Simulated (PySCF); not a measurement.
**[Gd(H2O)2]3+: how settings move a single point**

Aim: repeat the single point on relaxed [Gd(H2O)2]3+ with altered settings, some of them bad on purpose. The structure is generated, not taken from experiment.

Computed with PySCF 2.14.0. Level: BP86, Gd lcecp-1-SVP with ECP53, O def2-SVP, H def2-SVP; scalar-relativistic core potentials, no spin–orbit coupling.

2 further runs of the same task are left out: 2 for a known fault of the program.

## 1. Starting geometry

7 atoms, charge 3, spin multiplicity 1.

Bond lengths: Gd1–O2 2.245 Å, Gd1–O5 2.245 Å, O2–H3 1.007 Å, O2–H4 1.006 Å, O5–H6 1.007 Å, O5–H7 1.006 Å. Angles: O2–Gd1–O5 111.4°, Gd1–O2–H3 127.8°, Gd1–O2–H4 129.6°, H3–O2–H4 102.5°, Gd1–O5–H6 127.9°, Gd1–O5–H7 129.4°, H6–O5–H7 102.6°.

As a file:

```
Gd    1.0927   -0.0754    0.0030
O    -0.1714    0.0629    1.8526
H     0.0867    0.4384    2.7506
H    -1.1122   -0.2566    2.0119
O    -0.1677   -0.0374   -1.8541
H     0.0791   -0.3568   -2.7767
H    -1.0991    0.3192   -1.9874
```

Formal oxidation states: Gd +3. Each metal's 7 4f electrons lie in its core potential, so multiplicities, spins and levels count the valence alone. An earlier session relaxed this geometry at BP86, Gd lcecp-1-SVP with ECP53, O def2-SVP, H def2-SVP (singlet, point group C1).

The sound run used a (50, 194) grid (finer on f atoms), a threshold of 1e-8 and at most 55 cycles, and ended at -187.501438 Eh.

## 2. Try 1

run.py (the lines that set the calculation) reads:

```python
mol = gto.M(atom='''
Gd     1.09272    -0.07542     0.00302
O     -0.17140     0.06289     1.85262
H      0.08672     0.43835     2.75058
H     -1.11225    -0.25658     2.01189
O     -0.16770    -0.03736    -1.85408
H      0.07912    -0.35682    -2.77666
H     -1.09912     0.31917    -1.98737''',
    basis={'Gd': 'lcecp-1-SVP', 'O': 'def2-SVP', 'H': 'def2-SVP'},
    ecp={'Gd': 'lcecp-1-SVP'},
    charge=3, spin=0)
mf = dft.RKS(mol, xc='B88,P86')
mf.grids.atom_grid = (50, 194)  # f atoms: unpruned, at least (60, 302)
mf = mf.density_fit()  # fitting sets: Gd AutoAux, O def2-universal-JKFIT, H def2-universal-JKFIT
mf.conv_tol = 1e-08; mf.max_cycle = 55
mf.kernel(dm0)  # dm0: smeared density
```

On the command line:

```bash
OMP_NUM_THREADS=2 python run.py
```

Log:

```text
init E= -187.469066131131
  HOMO = -0.919270190960413  LUMO = -0.710230773853079  gap/eV = 5.68825
cycle= 1 E= -187.49957220643  delta_E= -0.0305  |g|= 0.082  |ddm|= 0.105
  HOMO = -0.892149230956069  LUMO = -0.72661218626361  gap/eV = 4.50449
cycle= 2 E= -187.492554407963  delta_E= 0.00702  |g|= 0.202  |ddm|= 0.248
  HOMO = -0.909345316582882  LUMO = -0.720680965928289  gap/eV = 5.13382
cycle= 3 E= -187.501402329276  delta_E= -0.00885  |g|= 0.00927  |ddm|= 0.146
  HOMO = -0.909457490707044  LUMO = -0.718217770771643  gap/eV = 5.20390
cycle= 4 E= -187.50143740082  delta_E= -3.51e-05  |g|= 0.00112  |ddm|= 0.0161
  HOMO = -0.909567557409165  LUMO = -0.718254130960864  gap/eV = 5.20590
cycle= 5 E= -187.501437614505  delta_E= -2.14e-07  |g|= 0.000367  |ddm|= 0.000822
  HOMO = -0.909573238432184  LUMO = -0.71825888245984  gap/eV = 5.20593
cycle= 6 E= -187.501437628853  delta_E= -1.43e-08  |g|= 0.000246  |ddm|= 0.000379
  HOMO = -0.909576716350969  LUMO = -0.71826029759906  gap/eV = 5.20598
cycle= 7 E= -187.501437640479  delta_E= -1.16e-08  |g|= 1.52e-05  |ddm|= 0.000161
  HOMO = -0.909577951669321  LUMO = -0.718260786098573  gap/eV = 5.20601
cycle= 8 E= -187.501437640538  delta_E= -5.83e-11  |g|= 2.52e-06  |ddm|= 1.71e-05
  HOMO = -0.909578069637944  LUMO = -0.718260339687058  gap/eV = 5.20602
Extra cycle  E= -187.501437640538  delta_E= -4.55e-13  |g|= 2.93e-06  |ddm|= 5.24e-06
converged SCF energy = -187.501437640538
```

Wall time 3 s (2 threads of Intel Xeon 6975P-C (Granite Rapids), shared host).

Changed: the starting guess (smeared density). It converges in 8 cycles, at the sound run's energy within 0.001 eV, with a largest force component of 0.01 eV/Å. The result survives the change.

## 3. Try 2

Edit run.py (the lines that set the calculation) of step 2 so:

```diff
@@ -10,7 +10,7 @@
     ecp={'Gd': 'lcecp-1-SVP'},
-    charge=3, spin=0)
-mf = dft.RKS(mol, xc='B88,P86')
+    charge=3, spin=8)
+mf = dft.UKS(mol, xc='B88,P86')
 mf.grids.atom_grid = (50, 194)  # f atoms: unpruned, at least (60, 302)
 mf = mf.density_fit()  # fitting sets: Gd AutoAux, O def2-universal-JKFIT, H def2-universal-JKFIT
-mf.conv_tol = 1e-08; mf.max_cycle = 55
-mf.kernel(dm0)  # dm0: smeared density
+mf.conv_tol = 1e-08; mf.max_cycle = 58
+mf.kernel(dm0)  # dm0: free metal ions and neutral atoms
```

On the command line:

```bash
OMP_NUM_THREADS=2 python run.py
```

Log:

```text
init E= -178.997381124159
cycle= 1 E= -185.263537111087  delta_E= -6.27  |g|=  1.2  |ddm|= 2.89
cycle= 2 E= -184.468977236112  delta_E= 0.795  |g|= 1.61  |ddm|= 3.14
cycle= 3 E= -184.988047555366  delta_E= -0.519  |g|= 0.884  |ddm|= 4.11
cycle= 4 E= -185.859368881451  delta_E= -0.871  |g|= 0.0988  |ddm|=    3
cycle= 5 E= -185.865014370753  delta_E= -0.00565  |g|= 0.0639  |ddm|= 0.627
cycle= 6 E= -185.867132564382  delta_E= -0.00212  |g|= 0.0383  |ddm|= 0.455
cycle= 7 E= -185.868677720147  delta_E= -0.00155  |g|= 0.0105  |ddm|= 0.225
cycle= 8 E= -185.868784112975  delta_E= -0.000106  |g|= 0.00301  |ddm|= 0.0426
cycle= 9 E= -185.868785712628  delta_E= -1.6e-06  |g|= 0.00284  |ddm|= 0.023
cycle= 10 E= -185.868793995529  delta_E= -8.28e-06  |g|= 0.000982  |ddm|= 0.0171
cycle= 11 E= -185.868795374045  delta_E= -1.38e-06  |g|= 0.000405  |ddm|= 0.00617
cycle= 12 E= -185.868795602111  delta_E= -2.28e-07  |g|= 0.000286  |ddm|= 0.0034
cycle= 13 E= -185.8687957135  delta_E= -1.11e-07  |g|= 8.27e-05  |ddm|= 0.00203
cycle= 14 E= -185.86879572657  delta_E= -1.31e-08  |g|= 2.08e-05  |ddm|= 0.000731
cycle= 15 E= -185.868795727418  delta_E= -8.48e-10  |g|= 1.07e-05  |ddm|= 0.00019
Extra cycle  E= -185.86879572731  delta_E= 1.08e-10  |g|= 1.76e-05  |ddm|= 0.00016
converged SCF energy = -185.86879572731  <S^2> = 20.003485  2S+1 = 9.0007744
```

It took 4.6 s on 2 threads of Intel Xeon 6975P-C (Granite Rapids), shared host.

Changed: the spin (8 unpaired electrons); the cycle limit is 58. It converges in 15 cycles, +44.426 eV from the sound run, with a largest force component of 10.40 eV/Å. The setting is unsound, so these numbers aren't the compound's.

## 4. Try 3

run.py (the lines that set the calculation) reads:

```python
mol = gto.M(atom='''
Gd     1.22385    -0.08447     0.00338
O     -0.19197     0.07044     2.07494
H      0.09712     0.49095     3.08065
H     -1.24572    -0.28737     2.25332
O     -0.18783    -0.04185    -2.07657
H      0.08862    -0.39964    -3.10986
H     -1.23101     0.35747    -2.22586''',
    basis={'Gd': 'lcecp-1-SVP', 'O': 'def2-SVP', 'H': 'def2-SVP'},
    ecp={'Gd': 'lcecp-1-SVP'},
    charge=3, spin=0)
mf = dft.RKS(mol, xc='B88,P86')
mf.grids.atom_grid = (50, 194)  # f atoms: unpruned, at least (60, 302)
mf = mf.density_fit()  # fitting sets: Gd AutoAux, O def2-universal-JKFIT, H def2-universal-JKFIT
mf.conv_tol = 1e-08; mf.max_cycle = 55
mf.kernel(dm0)  # dm0: free metal ions and neutral atoms
```

On the command line:

```bash
OMP_NUM_THREADS=2 python run.py
```

Log:

```text
init E= -178.342198255581
  HOMO = -1.4762386416177  LUMO = -0.753846136692166  gap/eV = 19.65730
cycle= 1 E= -184.623535277821  delta_E= -6.28  |g|= 3.65  |ddm|= 2.87
  HOMO = -0.670036189396416  LUMO = -0.627494410301416  gap/eV = 1.15762
cycle= 2 E= -160.178126744348  delta_E= 24.4  |g|= 5.74  |ddm|= 8.79
  HOMO = -0.911199250628833  LUMO = -0.766232802106261  gap/eV = 3.94474
cycle= 3 E= -186.695076221488  delta_E= -26.5  |g|= 1.54  |ddm|= 8.79
  HOMO = -0.963739548909481  LUMO = -0.674170071952054  gap/eV = 7.87959
cycle= 4 E= -187.24501770334  delta_E= -0.55  |g|= 0.944  |ddm|= 1.99
  HOMO = -0.845276486980287  LUMO = -0.730416442210095  gap/eV = 3.12550
cycle= 5 E= -187.437147492763  delta_E= -0.192  |g|= 0.157  |ddm|=  0.8
  HOMO = -0.838171865235026  LUMO = -0.712261367437771  gap/eV = 3.42620
cycle= 6 E= -187.442625106656  delta_E= -0.00548  |g|= 0.0663  |ddm|= 0.218
  HOMO = -0.839772185257578  LUMO = -0.718839640883744  gap/eV = 3.29074
cycle= 7 E= -187.44374083849  delta_E= -0.00112  |g|= 0.0209  |ddm|= 0.0668
  HOMO = -0.839329186022819  LUMO = -0.718966408427327  gap/eV = 3.27524
cycle= 8 E= -187.443778908302  delta_E= -3.81e-05  |g|= 0.0159  |ddm|= 0.0207
  HOMO = -0.839107138215117  LUMO = -0.718992264158695  gap/eV = 3.26849
cycle= 9 E= -187.443831893536  delta_E= -5.3e-05  |g|= 0.00167  |ddm|= 0.0115
  HOMO = -0.838922479267464  LUMO = -0.718951028489071  gap/eV = 3.26459
cycle= 10 E= -187.443832524769  delta_E= -6.31e-07  |g|= 0.000339  |ddm|= 0.00141
  HOMO = -0.838954469735518  LUMO = -0.718959500548821  gap/eV = 3.26523
cycle= 11 E= -187.443832549071  delta_E= -2.43e-08  |g|= 1.03e-05  |ddm|= 0.000227
  HOMO = -0.838954795223423  LUMO = -0.718958395422208  gap/eV = 3.26527
cycle= 12 E= -187.443832549105  delta_E= -3.42e-11  |g|= 3.41e-06  |ddm|= 1.67e-05
  HOMO = -0.838953888862497  LUMO = -0.718958967420036  gap/eV = 3.26523
Extra cycle  E= -187.443832549091  delta_E= 1.43e-11  |g|= 8.81e-06  |ddm|= 1.11e-05
converged SCF energy = -187.443832549091
```

Run time: 3 s. Hardware: 2 threads of Intel Xeon 6975P-C (Granite Rapids), shared host.

Changed: the scale of all coordinates (1.12). It converges in 12 cycles, +1.568 eV from the sound run, with a largest force component of 3.25 eV/Å. The setting is unsound, so these numbers aren't the compound's.

## 5. Try 4

run.py (the lines that set the calculation) reads:

```python
mol = gto.M(atom='''
Gd     1.09272    -0.07542     0.00302
O     -0.17140     0.06289     1.85262
H      0.08672     0.43835     2.75058
H     -1.11225    -0.25658     2.01189
O     -0.16770    -0.03736    -1.85408
H      0.07912    -0.35682    -2.77666
H     -1.09912     0.31917    -1.98737''',
    basis={'Gd': 'lcecp-1-SVP', 'O': 'def2-SVP', 'H': 'def2-SVP'},
    ecp={'Gd': 'lcecp-1-SVP'},
    charge=3, spin=0)
mf = dft.RKS(mol, xc='B88,P86')
mf.grids.atom_grid = (40, 110)  # f atoms: unpruned
mf = mf.density_fit()  # fitting sets: Gd AutoAux, O def2-universal-JKFIT, H def2-universal-JKFIT
mf.conv_tol = 1e-08; mf.max_cycle = 55
mf.kernel(dm0)  # dm0: free metal ions and neutral atoms
```

On the command line:

```bash
OMP_NUM_THREADS=2 python run.py
```

Log:

```text
init E= -178.476040113767
  HOMO = -1.55103067130651  LUMO = -0.77724540633744  gap/eV = 21.05577
cycle= 1 E= -184.982736828013  delta_E= -6.51  |g|= 3.57  |ddm|=    3
  HOMO = -0.683498672763519  LUMO = -0.68202094553311  gap/eV = 0.04021
cycle= 2 E= -164.907422097968  delta_E= 20.1  |g|= 6.46  |ddm|= 7.79
  HOMO = -1.03543387247287  LUMO = -0.659859292213414  gap/eV = 10.21990
cycle= 3 E= -187.103543852878  delta_E= -22.2  |g|=  1.1  |ddm|= 7.58
  HOMO = -0.944516219022791  LUMO = -0.754416933698274  gap/eV = 5.17287
cycle= 4 E= -187.476357297722  delta_E= -0.373  |g|= 0.338  |ddm|= 2.03
  HOMO = -0.908373336819808  LUMO = -0.71910177136512  gap/eV = 5.15034
cycle= 5 E= -187.500136930775  delta_E= -0.0238  |g|= 0.0542  |ddm|= 0.343
  HOMO = -0.907013653465884  LUMO = -0.715906487475116  gap/eV = 5.20029
cycle= 6 E= -187.500583576383  delta_E= -0.000447  |g|= 0.0362  |ddm|= 0.0731
  HOMO = -0.908817092383215  LUMO = -0.717461149001634  gap/eV = 5.20706
cycle= 7 E= -187.500796254438  delta_E= -0.000213  |g|= 0.0169  |ddm|= 0.033
  HOMO = -0.909640728198059  LUMO = -0.718270045557065  gap/eV = 5.20746
cycle= 8 E= -187.500853265666  delta_E= -5.7e-05  |g|= 0.00156  |ddm|= 0.0124
  HOMO = -0.909625891537603  LUMO = -0.718271554349934  gap/eV = 5.20702
cycle= 9 E= -187.500853710752  delta_E= -4.45e-07  |g|= 0.000355  |ddm|= 0.00119
  HOMO = -0.909590715083098  LUMO = -0.718256940515123  gap/eV = 5.20646
cycle= 10 E= -187.500853733312  delta_E= -2.26e-08  |g|= 4.54e-05  |ddm|= 0.000203
  HOMO = -0.909586569047911  LUMO = -0.718257023743168  gap/eV = 5.20634
cycle= 11 E= -187.500853733759  delta_E= -4.47e-10  |g|= 5.1e-06  |ddm|= 3.88e-05
  HOMO = -0.90958680879748  LUMO = -0.71825842637133  gap/eV = 5.20631
Extra cycle  E= -187.500853733763  delta_E= -3.64e-12  |g|= 3.65e-06  |ddm|= 1.01e-05
converged SCF energy = -187.500853733763
```

Wall time 2.2 s (2 threads of Intel Xeon 6975P-C (Granite Rapids), shared host).

Changed: the integration grid, to (40, 110). It converges in 11 cycles, +0.016 eV from the sound run, with a largest force component of 0.10 eV/Å. The setting is unsound, so these numbers aren't the compound's.

## 6. Try 5

Edit run.py (the lines that set the calculation) of step 5 so:

```diff
@@ -12,3 +12,3 @@
 mf = dft.RKS(mol, xc='B88,P86')
-mf.grids.atom_grid = (40, 110)  # f atoms: unpruned
+mf.grids.atom_grid = (10, 14)  # f atoms: unpruned
 mf = mf.density_fit()  # fitting sets: Gd AutoAux, O def2-universal-JKFIT, H def2-universal-JKFIT
```

On the command line:

```bash
OMP_NUM_THREADS=2 python run.py
```

Log:

```text
init E= -178.557027496887
  HOMO = -1.55241556239217  LUMO = -0.784829589863887  gap/eV = 20.88708
cycle= 1 E= -185.074105574478  delta_E= -6.52  |g|= 3.56  |ddm|= 2.99
  HOMO = -0.686800642184892  LUMO = -0.682858331775867  gap/eV = 0.10728
cycle= 2 E= -164.799584566173  delta_E= 20.3  |g|= 6.51  |ddm|=  8.1
  HOMO = -1.03627486430036  LUMO = -0.659758831495257  gap/eV = 10.24552
cycle= 3 E= -187.204889918409  delta_E= -22.4  |g|= 1.11  |ddm|= 7.89
  HOMO = -0.955512983340086  LUMO = -0.755301855096287  gap/eV = 5.44802
cycle= 4 E= -187.592926077915  delta_E= -0.388  |g|= 0.306  |ddm|= 2.12
  HOMO = -0.928402654751485  LUMO = -0.713602159631295  gap/eV = 5.84502
cycle= 5 E= -187.614401633993  delta_E= -0.0215  |g|= 0.0508  |ddm|= 0.359
  HOMO = -0.930474414626144  LUMO = -0.709172790218418  gap/eV = 6.02192
cycle= 6 E= -187.614959323273  delta_E= -0.000558  |g|= 0.0172  |ddm|= 0.0649
  HOMO = -0.930811236664501  LUMO = -0.711147589879433  gap/eV = 5.97735
cycle= 7 E= -187.615017161061  delta_E= -5.78e-05  |g|= 0.00888  |ddm|= 0.0194
  HOMO = -0.931616275660401  LUMO = -0.711237341364688  gap/eV = 5.99682
cycle= 8 E= -187.615030740532  delta_E= -1.36e-05  |g|= 0.00286  |ddm|= 0.00707
  HOMO = -0.931560948965772  LUMO = -0.711165362423748  gap/eV = 5.99727
cycle= 9 E= -187.615032336866  delta_E= -1.6e-06  |g|= 0.000346  |ddm|= 0.00191
  HOMO = -0.931582662329858  LUMO = -0.711115722328139  gap/eV = 5.99921
cycle= 10 E= -187.615032363564  delta_E= -2.67e-08  |g|= 5.83e-05  |ddm|= 0.000337
  HOMO = -0.931585992625091  LUMO = -0.711113694329735  gap/eV = 5.99936
cycle= 11 E= -187.615032364233  delta_E= -6.69e-10  |g|= 9.7e-06  |ddm|= 4.79e-05
  HOMO = -0.931588477142656  LUMO = -0.711115312719417  gap/eV = 5.99938
Extra cycle  E= -187.615032364214  delta_E= 1.88e-11  |g|= 1.46e-05  |ddm|= 1.53e-05
converged SCF energy = -187.615032364214
```

Run time: 1.8 s. Hardware: 2 threads of Intel Xeon 6975P-C (Granite Rapids), shared host.

Changed: the integration grid, to (10, 14). It converges in 11 cycles, -3.091 eV from the sound run, with a largest force component of 1.86 eV/Å. The setting is unsound, so these numbers aren't the compound's.

## 7. Side by side

| run | changed | ending | energy change (eV) | cycles | time | usable |
| --- | --- | --- | --- | --- | --- | --- |
| 1 | the starting guess | converged | 0.000 | 8 | 3 s | yes |
| 2 | the spin | converged | +44.426 | 15 | 4.6 s | no |
| 3 | the scale of all coordinates | converged | +1.568 | 12 | 3 s | no |
| 4 | the integration grid | converged | +0.016 | 11 | 2.2 s | no |
| 5 | the integration grid | converged | -3.091 | 11 | 1.8 s | no |

1 of 5 altered runs gives a usable result. 4 ended normally with numbers unfit to quote.
